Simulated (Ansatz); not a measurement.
# W (bcc type): the cost of one run

Method: DFT LDA, with the methods named in each step, in Ansatz 0.2.0.

**1. Starting point**

The structure is cubic, space group Im-3m (No. 229). The conventional cell has a = 3.135 Å, b = 3.135 Å, c = 3.135 Å, α = 90.00°, β = 90.00°, γ = 90.00°. Around W (site symmetry m-3m) lie 8 W at 2.72 Å.

Structure file:

```xyz
1
Lattice="-1.5677 1.5677 1.5677 1.5677 -1.5677 1.5677 1.5677 1.5677 -1.5677" Properties=species:S:1:pos:R:3 pbc="T T T"
W     0.0000    0.0000    0.0000
```

Whether this phase is the stable one at these pressures isn't tested.

**2. Cell relaxed at zero pressure, PAW**

input.yaml reads:

```yaml
crystal:
  lattice:
    - [-1.5676782863, 1.5676782863, 1.5676782863]
    - [1.5676782863, -1.5676782863, 1.5676782863]
    - [1.5676782863, 1.5676782863, -1.5676782863]
  atoms:
    - { symbol: W, position: [0.0, 0.0, 0.0] }
kpoints:
  mp_grid: { grid: [19, 19, 19] }
scf:
  occupations: { method: fermi_dirac, width: 0.08 }
hamiltonian:
  xc: lda
  pseudopotentials: { kind: paw }
output:
  forces: true
  stress: true
  write_density: true
  write_potential: true
  elf: true
  volumetric_format: npy
relax:
  f_tol: 0.005
  max_steps: 40
  cell: {}
```

The run is started by

```sh
$ ansatz run input.yaml --threads 1 --pin off --max-ram 2048MiB --backend cpu --events-out ev --progress --plain --runs-dir out
```

Q: Estimate wall time and peak memory on 1 thread of Arm Neoverse V1, shared host.

About 8 s, with a peak of 0.32 GiB.
